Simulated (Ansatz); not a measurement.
**AlClGeH5NO: two geometries relaxed, part 1 of 2**

Aim: relax the geometries before and after the rotation by 180° about the O1–Al2 bond, and see whether they are two minima and how far apart in energy. SMILES of the start: [OH][Al]([Cl])[NH][GeH3].

All numbers below are computed with Ansatz 0.2.0 (RKS revPBE-D4/def2-SVP).

## (1) The system as given

Bond lengths: O1–Al2 1.799 Å, Al2–Cl3 2.178 Å, Al2–N4 1.898 Å, N4–Ge5 1.875 Å, O1–H6 1.050 Å, N4–H7 1.001 Å, Ge5–H8 1.534 Å, Ge5–H9 1.586 Å, Ge5–H10 1.566 Å. Angles: O1–Al2–Cl3 118.6°, O1–Al2–N4 123.7°, Cl3–Al2–N4 117.7°, Al2–O1–H6 104.5°, Al2–N4–Ge5 107.4°, Al2–N4–H7 110.0°, Ge5–N4–H7 108.9°, N4–Ge5–H8 110.6°, N4–Ge5–H9 110.9°, N4–Ge5–H10 107.2°, H8–Ge5–H9 112.0°, H8–Ge5–H10 109.0°, H9–Ge5–H10 106.9°.

Structure file:

```xyz
10

O    -0.7834   -0.6943    2.2842
Al    0.4820   -0.9707    1.0356
Cl    2.5281   -1.3333    1.6874
N     0.1457   -0.9296   -0.8324
Ge   -0.5046    0.7792   -1.2480
H    -0.8217    0.3489    2.3941
H     0.9964   -1.0847   -1.3373
H    -0.7858    0.8985   -2.7509
H    -1.7825    1.1271   -0.3751
H     0.6090    1.8077   -0.8546
```

## (2) Relaxing end A

input.yaml reads:

```yaml
crystal:
  periodic: [false, false, false]
  atoms:
    - { symbol: O, position_ang: [-0.7834, -0.6943, 2.2842] }
    - { symbol: Al, position_ang: [0.482, -0.9707, 1.0356] }
    - { symbol: Cl, position_ang: [2.5281, -1.3333, 1.6874] }
    - { symbol: "N", position_ang: [0.1457, -0.9296, -0.8324] }
    - { symbol: Ge, position_ang: [-0.5046, 0.7792, -1.248] }
    - { symbol: H, position_ang: [-0.8217, 0.3489, 2.3941] }
    - { symbol: H, position_ang: [0.9964, -1.0847, -1.3373] }
    - { symbol: H, position_ang: [-0.7858, 0.8985, -2.7509] }
    - { symbol: H, position_ang: [-1.7825, 1.1271, -0.3751] }
    - { symbol: H, position_ang: [0.609, 1.8077, -0.8546] }
basis:
  gaussian: { orbitals: def2-SVP }
hamiltonian:
  xc: revpbe
  dispersion: d4
relax:
  f_tol: 0.015
  max_steps: 40
```

Started as:

```bash
> ansatz run input.yaml --threads 2 --pin off --max-ram 3072MiB --backend cpu --events-out ev --progress --plain --runs-dir out
```

What it wrote:

```text
Warning: RAYON_NUM_THREADS=2 ignored (pool sized by the plan → 2); use --threads N
The last accepted step is kept in <dir> (removed where the run ends without a failure and the disk answers)
Engine: ansatz 0.2.0, aarch64-unknown-linux-gnu
Functional definition: revPBE
  parameter kappa = 1.245
  parameter beta = 0.06672455060314922
  exchange = pbe_x(kappa = kappa, mu = beta*pi^2/3)
  correlation = pbe_c(beta = beta)
1344 factors; their error is unknown
mean field evaluation 1: about -79220.0930 eV, gradient 8.7e1 eV
mean field evaluation 2: about -79128.3484 eV, gradient 1.9e2 eV
mean field evaluation 4: about -79234.2399 eV, gradient 1.6e1 eV
mean field evaluation 8: about -79234.7616 eV, gradient 1.1e-1 eV
mean field evaluation 16: about -79234.6849 eV, gradient 3.1e-4 eV
mean field -79234.68485929 eV, -2911.8209613804 hartree, gradient 2.5e-5 eV, S^2 0.000000; 0 other end points of the search recorded, 0 dependent functions left out
the calculation of the forces begins
reference -79234.68491304 eV, -2911.8209633558 hartree; 41, 41 occupied and 80, 80 virtual orbitals, 1344 factors
relax step   1: F+E_penalty+E_count = -79235.29487574 eV  Δ(F+E_penalty+E_count) = +0.000e0 eV  max|allowed force component| = 2.681e0 eV/Å  Δτ_max = 0.0000 Å  (29 SCF iters, accepted)
these checks for a lower state are left out or cut short: starts, cluster_reference, orbital_swaps, neighbouring_geometries, increment
1344 factors; their error is unknown
mean field -79234.99695656 eV, -2911.8324307437 hartree, gradient 2.3e-5 eV, S^2 0.000000; 0 other end points of the search recorded, 0 dependent functions left out
the calculation of the forces begins
reference -79234.99701046 eV, -2911.8324327245 hartree; 41, 41 occupied and 80, 80 virtual orbitals, 1344 factors
relax step   2: F+E_penalty+E_count = -79235.60882529 eV  Δ(F+E_penalty+E_count) = -3.139e-1 eV  max|allowed force component| = 1.240e0 eV/Å  Δτ_max = 0.1834 Å  (29 SCF iters, accepted)
these checks for a lower state are left out or cut short: starts, cluster_reference, orbital_swaps, neighbouring_geometries, increment
1344 factors; their error is unknown
mean field evaluation 32: about -79235.1150 eV, gradient 2.4e-5 eV
mean field -79235.11502801 eV, -2911.8367697893 hartree, gradient 2.4e-5 eV, S^2 0.000000; 0 other end points of the search recorded, 0 dependent functions left out
the calculation of the forces begins
reference -79235.11508189 eV, -2911.8367717694 hartree; 41, 41 occupied and 80, 80 virtual orbitals, 1344 factors
relax step   3: F+E_penalty+E_count = -79235.73131249 eV  Δ(F+E_penalty+E_count) = -1.225e-1 eV  max|allowed force component| = 6.291e-1 eV/Å  Δτ_max = 0.1170 Å  (30 SCF iters, accepted)
these checks for a lower state are left out or cut short: starts, cluster_reference, orbital_swaps, neighbouring_geometries, increment
1344 factors; their error is unknown
mean field -79235.19085127 eV, -2911.8395562428 hartree, gradient 1.1e-5 eV, S^2 0.000000; 0 other end points of the search recorded, 0 dependent functions left out
the calculation of the forces begins
reference -79235.19090537 eV, -2911.8395582310 hartree; 41, 41 occupied and 80, 80 virtual orbitals, 1344 factors
relax step   4: F+E_penalty+E_count = -79235.80450681 eV  Δ(F+E_penalty+E_count) = -7.319e-2 eV  max|allowed force component| = 4.273e-1 eV/Å  Δτ_max = 0.2000 Å  (30 SCF iters, accepted)
these checks for a lower state are left out or cut short: starts, cluster_reference, orbital_swaps, neighbouring_geometries, increment
1344 factors; their error is unknown
mean field -79235.22972158 eV, -2911.8409847002 hartree, gradient 9.8e-6 eV, S^2 0.000000; 0 other end points of the search recorded, 0 dependent functions left out
the calculation of the forces begins
reference -79235.22977585 eV, -2911.8409866946 hartree; 41, 41 occupied and 80, 80 virtual orbitals, 1344 factors
relax step   5: F+E_penalty+E_count = -79235.84220302 eV  Δ(F+E_penalty+E_count) = -3.770e-2 eV  max|allowed force component| = 1.471e0 eV/Å  Δτ_max = 0.1954 Å  (34 SCF iters, accepted)
these checks for a lower state are left out or cut short: starts, cluster_reference, orbital_swaps, neighbouring_geometries, increment
1344 factors; their error is unknown
mean field -79235.31938514 eV, -2911.8442797756 hartree, gradient 8.5e-6 eV, S^2 0.000000; 0 other end points of the search recorded, 0 dependent functions left out
the calculation of the forces begins
reference -79235.31943925 eV, -2911.8442817641 hartree; 41, 41 occupied and 80, 80 virtual orbitals, 1344 factors
relax step   6: F+E_penalty+E_count = -79235.93281250 eV  Δ(F+E_penalty+E_count) = -9.061e-2 eV  max|allowed force component| = 4.745e-1 eV/Å  Δτ_max = 0.2000 Å  (30 SCF iters, accepted)
these checks for a lower state are left out or cut short: starts, cluster_reference, orbital_swaps, neighbouring_geometries, increment
1344 factors; their error is unknown
mean field -79235.35633055 eV, -2911.8456374943 hartree, gradient 2.6e-5 eV, S^2 0.000000; 0 other end points of the search recorded, 0 dependent functions left out
the calculation of the forces begins
reference -79235.35638505 eV, -2911.8456394970 hartree; 41, 41 occupied and 80, 80 virtual orbitals, 1344 factors
relax step   7: F+E_penalty+E_count = -79235.96950392 eV  Δ(F+E_penalty+E_count) = -3.669e-2 eV  max|allowed force component| = 8.304e-1 eV/Å  Δτ_max = 0.1939 Å  (33 SCF iters, accepted)
these checks for a lower state are left out or cut short: starts, cluster_reference, orbital_swaps, neighbouring_geometries, increment
1344 factors; their error is unknown
mean field evaluation 64: about -79235.0443 eV, gradient 1.1e1 eV
mean field -79235.34202167 eV, -2911.8451116525 hartree, gradient 2.5e-5 eV, S^2 0.000000; 0 other end points of the search recorded, 0 dependent functions left out
the calculation of the forces begins
reference -79235.34207558 eV, -2911.8451136337 hartree; 41, 41 occupied and 80, 80 virtual orbitals, 1344 factors
relax step   8: F+E_penalty+E_count = -79235.95551383 eV  Δ(F+E_penalty+E_count) = +1.399e-2 eV  max|allowed force component| = 2.142e0 eV/Å  Δτ_max = 0.1905 Å  (34 SCF iters, rejected (line search))
these checks for a lower state are left out or cut short: starts, cluster_reference, orbital_swaps, neighbouring_geometries, increment
1344 factors; their error is unknown
mean field -79235.39452134 eV, -2911.8470409799 hartree, gradient 8.0e-6 eV, S^2 0.000000; 0 other end points of the search recorded, 0 dependent functions left out
the calculation of the forces begins
reference -79235.39457544 eV, -2911.8470429680 hartree; 41, 41 occupied and 80, 80 virtual orbitals, 1344 factors
relax step   9: F+E_penalty+E_count = -79236.00944670 eV  Δ(F+E_penalty+E_count) = -3.994e-2 eV  max|allowed force component| = 4.205e-1 eV/Å  Δτ_max = 0.0952 Å  (30 SCF iters, accepted)
these checks for a lower state are left out or cut short: starts, cluster_reference, orbital_swaps, neighbouring_geometries, increment
1344 factors; their error is unknown
mean field -79235.41974311 eV, -2911.8479678627 hartree, gradient 9.6e-6 eV, S^2 0.000000; 0 other end points of the search recorded, 0 dependent functions left out
the calculation of the forces begins
reference -79235.41979701 eV, -2911.8479698437 hartree; 41, 41 occupied and 80, 80 virtual orbitals, 1344 factors
relax step  10: F+E_penalty+E_count = -79236.03540549 eV  Δ(F+E_penalty+E_count) = -2.596e-2 eV  max|allowed force component| = 2.589e-1 eV/Å  Δτ_max = 0.0998 Å  (30 SCF iters, accepted)
these checks for a lower state are left out or cut short: starts, cluster_reference, orbital_swaps, neighbouring_geometries, increment
1344 factors; their error is unknown
mean field -79235.44544374 eV, -2911.8489123435 hartree, gradient 6.4e-6 eV, S^2 0.000000; 0 other end points of the search recorded, 0 dependent functions left out
the calculation of the forces begins
reference -79235.44549731 eV, -2911.8489143123 hartree; 41, 41 occupied and 80, 80 virtual orbitals, 1344 factors
relax step  11: F+E_penalty+E_count = -79236.06085109 eV  Δ(F+E_penalty+E_count) = -2.545e-2 eV  max|allowed force component| = 1.527e-1 eV/Å  Δτ_max = 0.1498 Å  (29 SCF iters, accepted)
these checks for a lower state are left out or cut short: starts, cluster_reference, orbital_swaps, neighbouring_geometries, increment
1344 factors; their error is unknown
mean field evaluation 96: about -79235.4602 eV, gradient 8.0e-4 eV
mean field -79235.46019685 eV, -2911.8494545102 hartree, gradient 9.2e-6 eV, S^2 0.000000; 0 other end points of the search recorded, 0 dependent functions left out
the calculation of the forces begins
reference -79235.46025035 eV, -2911.8494564762 hartree; 41, 41 occupied and 80, 80 virtual orbitals, 1344 factors
relax step  12: F+E_penalty+E_count = -79236.07223974 eV  Δ(F+E_penalty+E_count) = -1.139e-2 eV  max|allowed force component| = 1.298e-1 eV/Å  Δτ_max = 0.1999 Å  (28 SCF iters, accepted)
these checks for a lower state are left out or cut short: starts, cluster_reference, orbital_swaps, neighbouring_geometries, increment
1344 factors; their error is unknown
mean field -79235.46156621 eV, -2911.8495048333 hartree, gradient 2.7e-5 eV, S^2 0.000000; 0 other end points of the search recorded, 0 dependent functions left out
the calculation of the forces begins
reference -79235.46161968 eV, -2911.8495067984 hartree; 41, 41 occupied and 80, 80 virtual orbitals, 1344 factors
```

## (3) The log goes on: end point A relaxed

The log, continued:

```text
relax step  13: F+E_penalty+E_count = -79236.07400962 eV  Δ(F+E_penalty+E_count) = -1.770e-3 eV  max|allowed force component| = 7.590e-2 eV/Å  Δτ_max = 0.0163 Å  (30 SCF iters, accepted)
these checks for a lower state are left out or cut short: starts, cluster_reference, orbital_swaps, neighbouring_geometries, increment
1344 factors; their error is unknown
mean field -79235.46286032 eV, -2911.8495523909 hartree, gradient 1.1e-5 eV, S^2 0.000000; 0 other end points of the search recorded, 0 dependent functions left out
the calculation of the forces begins
reference -79235.46291379 eV, -2911.8495543559 hartree; 41, 41 occupied and 80, 80 virtual orbitals, 1344 factors
relax step  14: F+E_penalty+E_count = -79236.07660903 eV  Δ(F+E_penalty+E_count) = -2.599e-3 eV  max|allowed force component| = 2.152e-2 eV/Å  Δτ_max = 0.0634 Å  (29 SCF iters, accepted)
these checks for a lower state are left out or cut short: starts, cluster_reference, orbital_swaps, neighbouring_geometries, increment
1344 factors; their error is unknown
mean field -79235.46229115 eV, -2911.8495314744 hartree, gradient 1.2e-5 eV, S^2 0.000000; 0 other end points of the search recorded, 0 dependent functions left out
the calculation of the forces begins
reference -79235.46234454 eV, -2911.8495334365 hartree; 41, 41 occupied and 80, 80 virtual orbitals, 1344 factors
relax step  15: F+E_penalty+E_count = -79236.07744180 eV  Δ(F+E_penalty+E_count) = -8.328e-4 eV  max|allowed force component| = 1.380e-1 eV/Å  Δτ_max = 0.1077 Å  (29 SCF iters, accepted)
these checks for a lower state are left out or cut short: starts, cluster_reference, orbital_swaps, neighbouring_geometries, increment
1344 factors; their error is unknown
mean field -79235.46283908 eV, -2911.8495516103 hartree, gradient 2.3e-5 eV, S^2 0.000000; 0 other end points of the search recorded, 0 dependent functions left out
the calculation of the forces begins
reference -79235.46289240 eV, -2911.8495535701 hartree; 41, 41 occupied and 80, 80 virtual orbitals, 1344 factors
relax step  16: F+E_penalty+E_count = -79236.07785701 eV  Δ(F+E_penalty+E_count) = -4.152e-4 eV  max|allowed force component| = 1.462e-1 eV/Å  Δτ_max = 0.0120 Å  (30 SCF iters, accepted)
these checks for a lower state are left out or cut short: starts, cluster_reference, orbital_swaps, neighbouring_geometries, increment
1344 factors; their error is unknown
mean field evaluation 128: about -79235.5311 eV, gradient 1.4e0 eV
mean field -79235.46400802 eV, -2911.8495945684 hartree, gradient 2.3e-5 eV, S^2 0.000000; 0 other end points of the search recorded, 0 dependent functions left out
the calculation of the forces begins
reference -79235.46406134 eV, -2911.8495965277 hartree; 41, 41 occupied and 80, 80 virtual orbitals, 1344 factors
relax step  17: F+E_penalty+E_count = -79236.07900424 eV  Δ(F+E_penalty+E_count) = -1.147e-3 eV  max|allowed force component| = 2.373e-2 eV/Å  Δτ_max = 0.0377 Å  (29 SCF iters, accepted)
these checks for a lower state are left out or cut short: starts, cluster_reference, orbital_swaps, neighbouring_geometries, increment
1344 factors; their error is unknown
mean field -79235.46446045 eV, -2911.8496111946 hartree, gradient 2.4e-5 eV, S^2 0.000000; 0 other end points of the search recorded, 0 dependent functions left out
the calculation of the forces begins
reference -79235.46451379 eV, -2911.8496131550 hartree; 41, 41 occupied and 80, 80 virtual orbitals, 1344 factors
relax step  18: F+E_penalty+E_count = -79236.07948995 eV  Δ(F+E_penalty+E_count) = -4.857e-4 eV  max|allowed force component| = 6.720e-2 eV/Å  Δτ_max = 0.0529 Å  (27 SCF iters, accepted)
these checks for a lower state are left out or cut short: starts, cluster_reference, orbital_swaps, neighbouring_geometries, increment
1344 factors; their error is unknown
mean field -79235.46478437 eV, -2911.8496230985 hartree, gradient 2.6e-5 eV, S^2 0.000000; 0 other end points of the search recorded, 0 dependent functions left out
the calculation of the forces begins
reference -79235.46483780 eV, -2911.8496250621 hartree; 41, 41 occupied and 80, 80 virtual orbitals, 1344 factors
relax step  19: F+E_penalty+E_count = -79236.07961973 eV  Δ(F+E_penalty+E_count) = -1.298e-4 eV  max|allowed force component| = 3.618e-2 eV/Å  Δτ_max = 0.0722 Å  (27 SCF iters, accepted)
these checks for a lower state are left out or cut short: starts, cluster_reference, orbital_swaps, neighbouring_geometries, increment
1344 factors; their error is unknown
mean field -79235.46503877 eV, -2911.8496324475 hartree, gradient 2.3e-5 eV, S^2 0.000000; 0 other end points of the search recorded, 0 dependent functions left out
the calculation of the forces begins
reference -79235.46509216 eV, -2911.8496344096 hartree; 41, 41 occupied and 80, 80 virtual orbitals, 1344 factors
relax step  20: F+E_penalty+E_count = -79236.07986363 eV  Δ(F+E_penalty+E_count) = -2.439e-4 eV  max|allowed force component| = 3.023e-2 eV/Å  Δτ_max = 0.0104 Å  (27 SCF iters, accepted)
these checks for a lower state are left out or cut short: starts, cluster_reference, orbital_swaps, neighbouring_geometries, increment
1344 factors; their error is unknown
mean field evaluation 160: about -79235.4650 eV, gradient 5.1e-4 eV
mean field -79235.46501657 eV, -2911.8496316317 hartree, gradient 2.1e-5 eV, S^2 0.000000; 0 other end points of the search recorded, 0 dependent functions left out
the calculation of the forces begins
reference -79235.46506998 eV, -2911.8496335945 hartree; 41, 41 occupied and 80, 80 virtual orbitals, 1344 factors
relax step  21: F+E_penalty+E_count = -79236.08005397 eV  Δ(F+E_penalty+E_count) = -1.903e-4 eV  max|allowed force component| = 2.785e-2 eV/Å  Δτ_max = 0.0079 Å  (29 SCF iters, accepted)
these checks for a lower state are left out or cut short: starts, cluster_reference, orbital_swaps, neighbouring_geometries, increment
1344 factors; their error is unknown
mean field -79235.46511604 eV, -2911.8496352874 hartree, gradient 2.5e-5 eV, S^2 0.000000; 0 other end points of the search recorded, 0 dependent functions left out
the calculation of the forces begins
reference -79235.46516946 eV, -2911.8496372502 hartree; 41, 41 occupied and 80, 80 virtual orbitals, 1344 factors
relax step  22: F+E_penalty+E_count = -79236.08007936 eV  Δ(F+E_penalty+E_count) = -2.540e-5 eV  max|allowed force component| = 1.461e-2 eV/Å  Δτ_max = 0.0063 Å  (23 SCF iters, accepted)
1344 factors; their error is unknown
mean field -79235.46511604 eV, -2911.8496352874 hartree, gradient 2.5e-5 eV, S^2 0.000000; 1 other end points of the search recorded, 0 dependent functions left out
the calculation of the forces begins
reference -79235.46516946 eV, -2911.8496372502 hartree; 41, 41 occupied and 80, 80 virtual orbitals, 1344 factors
Total energy: -79236.08013277 eV, -2911.8722367353 hartree
Atom 0 at    -0.699137    -0.291429     2.165923 Å, force    -0.001057     0.000577    -0.001042 eV/Å
Atom 1 at     0.556753    -0.831223     1.128184 Å, force    -0.000374    -0.003181     0.009058 eV/Å
Atom 2 at     2.046404    -2.184980     1.800015 Å, force    -0.000444     0.000913    -0.000594 eV/Å
Atom 3 at     0.615689    -0.243787    -0.553346 Å, force     0.003649     0.003170    -0.014608 eV/Å
Atom 4 at    -0.526791     0.929184    -1.444033 Å, force    -0.006273     0.003031     0.003367 eV/Å
Atom 5 at    -0.766898    -0.588778     3.086362 Å, force     0.000476    -0.000808     0.000285 eV/Å
Atom 6 at     1.383356    -0.583237    -1.143056 Å, force     0.001040    -0.001760     0.003395 eV/Å
Atom 7 at    -1.143561     0.234425    -2.694212 Å, force     0.001329    -0.000760     0.000497 eV/Å
Atom 8 at    -1.632914     1.312637    -0.431849 Å, force     0.000336     0.000626     0.000024 eV/Å
Atom 9 at     0.250300     2.195988    -1.910989 Å, force     0.001317    -0.001807    -0.000381 eV/Å
Dipole moment:    -0.052783     0.045813    -0.019747 e Å
```

Run time: 74 s. Hardware: 2 threads of Arm Neoverse V1, shared host; peak memory 0.18 GiB.

Step by step:

| step | energy from step 1 (eV) | largest force component (eV/Å) |
| --- | --- | --- |
| 1 | 0.0000 | 2.6809 |
| 2 | -0.3139 | 1.2397 |
| 3 | -0.4364 | 0.6291 |
| 4 | -0.5096 | 0.4273 |
| 5 | -0.5473 | 1.4708 |
| 6 | -0.6379 | 0.4745 |
| 7 | -0.6746 | 0.8304 |
| 8x | -0.6606 | 2.1417 |
| 9 | -0.7146 | 0.4205 |
| 10 | -0.7405 | 0.2589 |
| 11 | -0.7660 | 0.1527 |
| 12 | -0.7774 | 0.1298 |
| 13 | -0.7791 | 0.0759 |
| 14 | -0.7817 | 0.0215 |
| 15 | -0.7826 | 0.1380 |
| 16 | -0.7830 | 0.1462 |
| 17 | -0.7841 | 0.0237 |
| 18 | -0.7846 | 0.0672 |
| 19 | -0.7847 | 0.0362 |
| 20 | -0.7850 | 0.0302 |
| 21 | -0.7852 | 0.0278 |
| 22 | -0.7852 | 0.0146 |

Step 1 is the start. 1 step was tried and not accepted (marked x).

After: Bond lengths: O1–Al2 1.716 Å, Al2–Cl3 2.122 Å, Al2–N4 1.782 Å, N4–Ge5 1.864 Å, O1–H6 0.970 Å, N4–H7 1.026 Å, Ge5–H8 1.558 Å, Ge5–H9 1.548 Å, Ge5–H10 1.558 Å. Angles: O1–Al2–Cl3 121.5°, O1–Al2–N4 119.4°, Cl3–Al2–N4 119.1°, Al2–O1–H6 121.9°, Al2–N4–Ge5 129.6°, Al2–N4–H7 117.3°, Ge5–N4–H7 113.1°, N4–Ge5–H8 110.2°, N4–Ge5–H9 106.3°, N4–Ge5–H10 110.4°, H8–Ge5–H9 110.6°, H8–Ge5–H10 108.6°, H9–Ge5–H10 110.6°.

(Continued in part 2 of 2.)
